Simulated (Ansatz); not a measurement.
Born–Oppenheimer molecular dynamics of a periodic cell of 21 atoms, W8C9F4 (surface WC(001), adsorbate CF4, incident energy 20 eV, 0° from the normal). It starts from an unrelaxed structure (largest force component 6.17 eV/Å).

These are results of DFT PBE-D3(BJ), scalar-relativistic, plane waves, PAW (Ansatz 0.2.0), not measurements. Settings: accuracy low, PAW set soft_1, cutoff 420 eV, k mesh 3x3x1, fermi-dirac smearing 0.05 eV, no spin polarisation.

```yaml
ensemble: NVE (velocity Verlet)
time_step: 1 fs
steps_asked: 500
starting_velocities: zero, but for any typed in the input
atoms_held: 1, 5, 9, 13
seed: 997286
```

Frames 2 fs apart, positions in Å, forces in eV/Å.

Velocities at 390.0 fs (Å/ps):

```
W 0.00 0.00 0.00
C 1.95 1.45 11.93
W 1.88 -3.42 1.18
C 12.99 1.74 -5.72
W 0.00 0.00 0.00
C 8.87 -10.86 -31.81
W -0.90 1.45 -9.80
C -1.18 -5.34 -2.35
W 0.00 0.00 0.00
C -20.92 6.94 -21.88
W 1.66 4.39 -1.57
C -8.76 -11.14 0.59
W 0.00 0.00 0.00
C 16.09 21.28 -23.47
W -4.19 -0.02 -2.13
C 11.57 -5.65 1.58
C 46.94 11.77 15.19
F 6.86 -43.01 14.99
F 21.26 -2.05 1.80
F 8.50 -20.67 14.83
F -17.15 21.40 -71.28
```

```xyz
21
Lattice="5.6896 0.0000 0.0000 -2.8448 4.9274 0.0000 0.0000 0.0000 19.1911" Properties=species:S:1:pos:R:3:forces:R:3 time_fs=390.0 energy_less_start_eV=5.238 T=6711
W 0.000 0.000 1.000 0.87 0.65 -3.77
C 1.356 0.828 2.365 1.12 0.64 -3.96
W 0.115 -0.089 3.613 -4.09 2.21 6.19
C 1.397 0.831 4.953 0.11 -0.31 -1.92
W -1.422 2.464 1.000 0.05 0.71 -7.31
C -0.013 3.257 2.249 0.66 1.52 -1.20
W -1.390 2.534 3.601 0.88 -1.33 6.07
C -0.009 3.322 4.864 0.08 0.52 -1.20
W 2.845 0.000 1.000 -2.97 3.73 0.58
C 4.253 1.010 2.221 0.41 -4.47 0.17
W 2.853 0.125 3.622 -1.21 -4.29 4.53
C 4.288 0.832 4.596 2.11 0.24 2.04
W 1.422 2.464 1.000 0.30 -1.05 -2.15
C 2.936 3.236 2.240 -2.54 1.25 -0.80
W 1.331 2.432 3.648 2.40 1.62 5.71
C 2.876 3.159 4.744 -0.99 0.98 0.67
C 2.380 5.481 17.664 -1.54 0.76 -0.41
F 3.233 3.506 18.177 0.18 0.97 0.95
F 2.140 5.267 16.421 0.73 -0.01 1.07
F 0.887 4.133 18.826 2.06 -3.57 -5.26
F 0.759 6.269 17.984 1.40 -0.78 -0.01
21
Lattice="5.6896 0.0000 0.0000 -2.8448 4.9274 0.0000 0.0000 0.0000 19.1911" Properties=species:S:1:pos:R:3:forces:R:3 time_fs=392.0 energy_less_start_eV=5.988 T=6372
W 0.000 0.000 1.000 0.85 1.32 -4.32
C 1.361 0.832 2.383 0.84 0.56 -4.49
W 0.118 -0.096 3.616 -4.14 2.31 6.14
C 1.423 0.834 4.938 -0.16 -0.29 -1.62
W -1.422 2.464 1.000 0.27 0.84 -8.95
C 0.006 3.238 2.184 0.21 1.67 0.38
W -1.391 2.537 3.582 1.15 -1.76 6.15
C -0.011 3.312 4.857 0.00 0.51 -1.30
W 2.845 0.000 1.000 -2.93 3.95 -0.27
C 4.212 1.017 2.178 0.71 -4.68 1.29
W 2.856 0.134 3.619 -1.26 -4.84 4.11
C 4.274 0.810 4.601 2.63 0.88 1.99
W 1.422 2.464 1.000 0.77 -1.49 -2.82
C 2.964 3.280 2.192 -2.94 0.72 0.29
W 1.323 2.432 3.644 2.68 1.99 5.70
C 2.897 3.149 4.748 -1.24 0.96 0.45
C 2.471 5.505 17.693 -2.41 0.37 -1.83
F 3.247 3.421 18.208 0.06 1.66 1.41
F 2.183 5.263 16.426 1.50 0.08 2.22
F 0.906 4.088 18.850 1.81 -3.01 -5.19
F 0.726 6.311 17.842 1.62 -1.74 0.66
21
Lattice="5.6896 0.0000 0.0000 -2.8448 4.9274 0.0000 0.0000 0.0000 19.1911" Properties=species:S:1:pos:R:3:forces:R:3 time_fs=394.0 energy_less_start_eV=6.847 T=5983
W 0.000 0.000 1.000 0.78 2.13 -5.06
C 1.369 0.838 2.385 0.50 0.37 -4.55
W 0.121 -0.102 3.620 -4.02 2.45 5.94
C 1.449 0.837 4.919 -0.40 -0.24 -1.23
W -1.422 2.464 1.000 0.44 0.81 -10.19
C 0.025 3.224 2.120 -0.38 1.81 2.03
W -1.393 2.539 3.564 1.23 -2.13 6.03
C -0.013 3.304 4.846 -0.06 0.52 -1.33
W 2.845 0.000 1.000 -2.81 3.81 -1.45
C 4.173 1.008 2.139 1.07 -4.34 2.31
W 2.859 0.141 3.618 -1.17 -5.17 3.79
C 4.269 0.791 4.612 2.91 1.31 1.82
W 1.422 2.464 1.000 1.44 -2.01 -3.57
C 2.982 3.327 2.146 -3.04 -0.13 1.48
W 1.315 2.433 3.642 2.86 2.20 5.59
C 2.915 3.142 4.754 -1.41 0.92 0.20
C 2.554 5.531 17.717 -2.76 -0.01 -2.62
F 3.261 3.340 18.242 -0.02 2.28 1.96
F 2.230 5.259 16.435 2.04 0.14 2.89
F 0.929 4.038 18.864 1.36 -2.34 -4.89
F 0.696 6.349 17.701 1.43 -2.39 0.86
21
Lattice="5.6896 0.0000 0.0000 -2.8448 4.9274 0.0000 0.0000 0.0000 19.1911" Properties=species:S:1:pos:R:3:forces:R:3 time_fs=396.0 energy_less_start_eV=7.617 T=5633
W 0.000 0.000 1.000 0.67 3.10 -5.95
C 1.379 0.845 2.374 0.14 0.10 -4.14
W 0.122 -0.107 3.626 -3.78 2.66 5.60
C 1.473 0.838 4.895 -0.64 -0.15 -0.78
W -1.422 2.464 1.000 0.49 0.53 -10.89
C 0.043 3.216 2.063 -1.06 1.95 3.55
W -1.394 2.541 3.548 1.14 -2.40 5.83
C -0.016 3.298 4.831 -0.11 0.58 -1.27
W 2.845 0.000 1.000 -2.70 3.39 -2.84
C 4.138 0.986 2.108 1.60 -3.44 3.08
W 2.861 0.147 3.616 -0.92 -5.33 3.60
C 4.272 0.777 4.628 2.90 1.50 1.52
W 1.422 2.464 1.000 2.25 -2.57 -4.25
C 2.991 3.373 2.104 -2.88 -1.30 2.69
W 1.308 2.434 3.641 3.03 2.24 5.36
C 2.928 3.139 4.760 -1.52 0.86 -0.04
C 2.629 5.557 17.732 -2.81 -0.30 -2.91
F 3.275 3.263 18.280 -0.01 2.57 2.45
F 2.280 5.255 16.450 2.34 0.19 3.23
F 0.954 3.982 18.868 0.79 -1.54 -4.53
F 0.670 6.383 17.561 1.09 -2.64 0.68
21
Lattice="5.6896 0.0000 0.0000 -2.8448 4.9274 0.0000 0.0000 0.0000 19.1911" Properties=species:S:1:pos:R:3:forces:R:3 time_fs=398.0 energy_less_start_eV=8.169 T=5383
W 0.000 0.000 1.000 0.50 4.19 -6.89
C 1.390 0.852 2.349 -0.17 -0.20 -3.35
W 0.123 -0.112 3.632 -3.50 2.93 5.19
C 1.495 0.839 4.869 -0.89 -0.04 -0.26
W -1.422 2.464 1.000 0.44 0.03 -11.00
C 0.058 3.215 2.017 -1.70 2.06 4.76
W -1.395 2.543 3.533 0.91 -2.61 5.64
C -0.019 3.293 4.812 -0.14 0.69 -1.11
W 2.845 0.000 1.000 -2.65 2.80 -4.29
C 4.108 0.953 2.086 2.30 -2.11 3.60
W 2.864 0.152 3.616 -0.54 -5.35 3.53
C 4.286 0.767 4.650 2.59 1.47 1.09
W 1.422 2.464 1.000 3.02 -3.11 -4.73
C 2.991 3.415 2.070 -2.56 -2.68 3.78
W 1.302 2.435 3.640 3.25 2.11 5.00
C 2.936 3.138 4.766 -1.55 0.77 -0.24
C 2.694 5.582 17.738 -2.65 -0.51 -2.81
F 3.289 3.191 18.323 0.05 2.43 2.73
F 2.336 5.252 16.472 2.39 0.25 3.31
F 0.981 3.923 18.862 0.20 -0.67 -4.24
F 0.645 6.411 17.423 0.69 -2.47 0.30
21
Lattice="5.6896 0.0000 0.0000 -2.8448 4.9274 0.0000 0.0000 0.0000 19.1911" Properties=species:S:1:pos:R:3:forces:R:3 time_fs=400.0 energy_less_start_eV=8.436 T=5261
W 0.000 0.000 1.000 0.31 5.21 -7.70
C 1.400 0.859 2.313 -0.39 -0.48 -2.28
W 0.123 -0.117 3.640 -3.23 3.23 4.76
C 1.514 0.839 4.842 -1.15 0.09 0.29
W -1.422 2.464 1.000 0.34 -0.58 -10.66
C 0.067 3.220 1.987 -2.13 2.06 5.53
W -1.396 2.544 3.519 0.59 -2.77 5.50
C -0.022 3.291 4.790 -0.16 0.83 -0.84
W 2.845 0.000 1.000 -2.66 2.22 -5.65
C 4.085 0.913 2.076 3.10 -0.64 3.84
W 2.866 0.156 3.617 -0.08 -5.29 3.53
C 4.307 0.761 4.675 2.06 1.31 0.61
W 1.422 2.464 1.000 3.60 -3.51 -4.94
C 2.982 3.448 2.049 -2.18 -4.01 4.58
W 1.296 2.437 3.641 3.56 1.87 4.53
C 2.939 3.139 4.771 -1.52 0.66 -0.37
C 2.751 5.605 17.734 -2.36 -0.63 -2.37
F 3.303 3.124 18.371 0.09 1.97 2.66
F 2.396 5.249 16.501 2.21 0.29 3.06
F 1.009 3.863 18.848 -0.35 0.17 -4.05
F 0.622 6.434 17.286 0.36 -2.00 -0.03
21
Lattice="5.6896 0.0000 0.0000 -2.8448 4.9274 0.0000 0.0000 0.0000 19.1911" Properties=species:S:1:pos:R:3:forces:R:3 time_fs=402.0 energy_less_start_eV=8.410 T=5273
W 0.000 0.000 1.000 0.12 5.89 -8.16
C 1.408 0.864 2.271 -0.53 -0.73 -1.07
W 0.123 -0.120 3.649 -2.99 3.53 4.32
C 1.530 0.840 4.816 -1.40 0.19 0.82
W -1.422 2.464 1.000 0.27 -1.17 -9.97
C 0.070 3.231 1.974 -2.24 1.86 5.79
W -1.396 2.544 3.506 0.22 -2.91 5.46
C -0.026 3.291 4.764 -0.14 1.00 -0.45
W 2.845 0.000 1.000 -2.63 1.77 -6.77
C 4.073 0.871 2.078 3.87 0.66 3.82
W 2.869 0.159 3.618 0.38 -5.20 3.56
C 4.335 0.760 4.702 1.40 1.09 0.13
W 1.422 2.464 1.000 3.81 -3.61 -4.88
C 2.966 3.469 2.042 -1.85 -4.97 4.92
W 1.292 2.440 3.643 3.91 1.57 3.98
C 2.937 3.143 4.776 -1.44 0.53 -0.45
C 2.801 5.626 17.724 -1.96 -0.60 -1.44
F 3.317 3.062 18.425 0.02 1.46 2.18
F 2.461 5.247 16.535 1.80 0.21 2.26
F 1.036 3.803 18.826 -0.81 0.89 -3.93
F 0.600 6.453 17.148 0.17 -1.47 -0.13
21
Lattice="5.6896 0.0000 0.0000 -2.8448 4.9274 0.0000 0.0000 0.0000 19.1911" Properties=species:S:1:pos:R:3:forces:R:3 time_fs=404.0 energy_less_start_eV=8.157 T=5387
W 0.000 0.000 1.000 -0.05 5.92 -8.12
C 1.415 0.866 2.224 -0.59 -0.96 0.19
W 0.122 -0.123 3.659 -2.79 3.81 3.89
C 1.541 0.842 4.793 -1.60 0.27 1.30
W -1.422 2.464 1.000 0.38 -1.70 -8.98
C 0.065 3.248 1.979 -1.99 1.48 5.55
W -1.397 2.544 3.494 -0.15 -3.02 5.58
C -0.030 3.294 4.737 -0.12 1.17 0.01
W 2.845 0.000 1.000 -2.42 1.53 -7.52
C 4.072 0.831 2.092 4.38 1.61 3.48
W 2.871 0.161 3.620 0.78 -5.09 3.61
C 4.367 0.763 4.729 0.69 0.86 -0.28
W 1.422 2.464 1.000 3.58 -3.34 -4.60
C 2.945 3.473 2.051 -1.61 -5.27 4.68
W 1.288 2.442 3.646 4.28 1.25 3.41
C 2.931 3.148 4.778 -1.33 0.38 -0.46
C 2.844 5.646 17.708 -1.38 -0.23 0.23
F 3.332 3.002 18.483 -0.19 1.09 1.28
F 2.529 5.245 16.575 1.15 -0.19 0.60
F 1.061 3.745 18.796 -1.12 1.42 -3.80
F 0.578 6.469 17.011 0.10 -1.01 -0.04
21
Lattice="5.6896 0.0000 0.0000 -2.8448 4.9274 0.0000 0.0000 0.0000 19.1911" Properties=species:S:1:pos:R:3:forces:R:3 time_fs=406.0 energy_less_start_eV=7.827 T=5536
W 0.000 0.000 1.000 -0.21 5.28 -7.61
C 1.420 0.866 2.179 -0.59 -1.11 1.38
W 0.120 -0.126 3.669 -2.63 4.01 3.46
C 1.547 0.844 4.774 -1.72 0.30 1.67
W -1.422 2.464 1.000 0.76 -2.15 -7.68
C 0.054 3.270 2.003 -1.46 0.98 4.86
W -1.398 2.543 3.484 -0.50 -3.10 5.91
C -0.035 3.301 4.711 -0.10 1.30 0.54
W 2.845 0.000 1.000 -1.94 1.46 -7.79
C 4.086 0.796 2.118 4.49 2.14 2.78
W 2.874 0.162 3.623 1.05 -4.94 3.65
C 4.402 0.768 4.755 -0.02 0.68 -0.59
W 1.422 2.464 1.000 2.96 -2.76 -4.19
C 2.918 3.461 2.075 -1.43 -4.86 3.84
W 1.284 2.445 3.649 4.63 0.96 2.86
C 2.920 3.155 4.780 -1.18 0.23 -0.40
C 2.883 5.664 17.694 -0.61 0.63 2.71
F 3.346 2.944 18.544 -0.60 0.93 -0.03
F 2.599 5.243 16.615 0.30 -1.05 -1.95
F 1.083 3.690 18.758 -1.31 1.73 -3.58
F 0.556 6.483 16.873 0.10 -0.68 0.15
21
Lattice="5.6896 0.0000 0.0000 -2.8448 4.9274 0.0000 0.0000 0.0000 19.1911" Properties=species:S:1:pos:R:3:forces:R:3 time_fs=408.0 energy_less_start_eV=7.560 T=5657
W 0.000 0.000 1.000 -0.39 4.17 -6.81
C 1.423 0.862 2.137 -0.53 -1.16 2.40
W 0.117 -0.127 3.680 -2.49 4.12 3.01
C 1.548 0.848 4.760 -1.73 0.27 1.91
W -1.422 2.464 1.000 1.47 -2.56 -6.01
C 0.038 3.296 2.041 -0.79 0.47 3.83
W -1.398 2.541 3.474 -0.80 -3.15 6.50
C -0.039 3.313 4.686 -0.08 1.37 1.09
W 2.845 0.000 1.000 -1.23 1.47 -7.56
C 4.114 0.768 2.152 4.15 2.28 1.82
W 2.877 0.161 3.626 1.15 -4.71 3.66
C 4.436 0.776 4.780 -0.67 0.57 -0.79
W 1.422 2.464 1.000 2.09 -1.96 -3.78
C 2.887 3.434 2.111 -1.22 -3.89 2.58
W 1.282 2.448 3.653 4.92 0.69 2.35
C 2.906 3.162 4.780 -1.00 0.08 -0.29
C 2.920 5.685 17.688 0.05 1.71 5.14
F 3.358 2.888 18.604 -1.23 0.98 -1.71
F 2.670 5.239 16.651 -0.42 -2.13 -4.47
F 1.104 3.638 18.713 -1.35 1.81 -3.22
F 0.535 6.496 16.736 0.11 -0.44 0.36
```

Of the whole run (500 fs, mean temperature of the second half 6304 K): The conserved energy stayed within 1.7 meV per atom of its start (net change -0.48 meV per atom), so there is no drift, though single steps change it by up to 23 meV in the whole system, a sign of fast motions only just resolved. A run of 0.5 ps of so small a system gives no equilibrium averages. Limits of this set-up: coarse k mesh, slab without dipole correction, low accuracy level.

The run took 22 min on 4 threads of AMD EPYC 9R45 96-Core Processor (Zen 5), on a shared host, peak memory 1.7 GiB.
